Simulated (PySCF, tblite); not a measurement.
# C4H6FOSi2 radical: geometry, infrared bands and EPR parameters

Aim: predict the infrared bands and EPR parameters of C4H6FOSi2 radical (`Fc1c[c]oc1[SiH2][SiH3]`).

The runs use tblite 0.8.0 and PySCF 2.14.0, with density-fitted response routines of our own; the level of theory stands in each step. All values are computed, except where a source is named. Atoms are numbered from 0 throughout.

## Step 1: The molecule as given

14 atoms, charge 0, multiplicity 2; geometry from: force field or distance geometry start.

Bonds of the start (Å): F0–C1 1.34, C1–C2 1.42, C2–C3 1.38, C3–O4 1.36, O4–C5 1.38, C5–Si6 1.85, Si6–Si7 2.31, C5–C1 1.38, C2–H8 1.07, Si6–H9 1.49, Si6–H10 1.49, Si7–H11 1.50, Si7–H12 1.49, Si7–H13 1.49.

## Step 2: Geometry optimisation with GFN2-xTB

What the job is given:

```
{"job": {"kind": "relax", "xc": "GFN2-xTB", "basis": "xTB"}, "charge": 0, "multiplicity": 2}
F      1.573200     1.050900     1.232300
C      1.654600     0.210100     0.194400
C      2.781700    -0.600900    -0.079600
C      2.430200    -1.294100    -1.222500
O      1.171400    -0.966000    -1.609900
C      0.672300    -0.021200    -0.742400
Si    -1.023300     0.652900    -1.018500
Si    -2.364400    -0.045600     0.726000
H      3.710200    -0.665000     0.456600
H     -1.570100     0.170800    -2.313700
H     -0.976100     2.136400    -1.067800
H     -2.445200    -1.539300     0.784500
H     -1.862600     0.444000     2.039300
H     -3.752500     0.466400     0.549400
```

The run is started by

```bash
OMP_NUM_THREADS=1 python probes_run.py task.json out
```

This one command runs all jobs of the session in turn.

**Question.** This job is followed by: GFN2-xTB harmonic vibrations, gas phase; UKS B3LYP, pcH-1 on C F H O Si, non-relativistic, mean-field spin-orbit, GIAO. What will the session give for the following? strongest single infrared mode (GFN2-xTB); zero-point energy (GFN2-xTB); g(iso) (B3LYP); ⟨S²⟩; largest a(iso) (averaged by class); potential on the surface of density 0.002 e/bohr³, 1st and 99th percentile.

**Answer**, as computed:

| quantity | value |
| --- | --- |
| strongest single infrared mode (GFN2-xTB) | 752 cm⁻¹, 934 km/mol |
| zero-point energy (GFN2-xTB) | 48.9 kcal/mol |
| g(iso) (B3LYP) | 2.00213 |
| ⟨S²⟩ | 0.760 (exact 0.75) |
| largest a(iso) (averaged by class) | 13C on C3, 661.9 MHz |
| potential on the surface of density 0.002 e/bohr³, 1st and 99th percentile | -0.52 V and 1.28 V |

**Reading.** Relaxing lowered the energy by 0.151 eV in 126 steps; the close pair that moved most is C3–O4, from 1.357 to 1.311 Å. All 36 modes are real, so the xTB geometry is a minimum. The strongest single mode, at 752 cm⁻¹, is spread over several atoms, H11, H12, H13 among them. GFN2-xTB is a fitted tight-binding method: band positions and strengths are rough. Its intensities can rank the bands wrongly. Most of the unpaired spin sits on C3 (0.98 e). The isotropic g lies 0.2 ppt below the free-electron value. The conformer search found further structures of the same energy, which may be mirror or relabelled copies of this one.
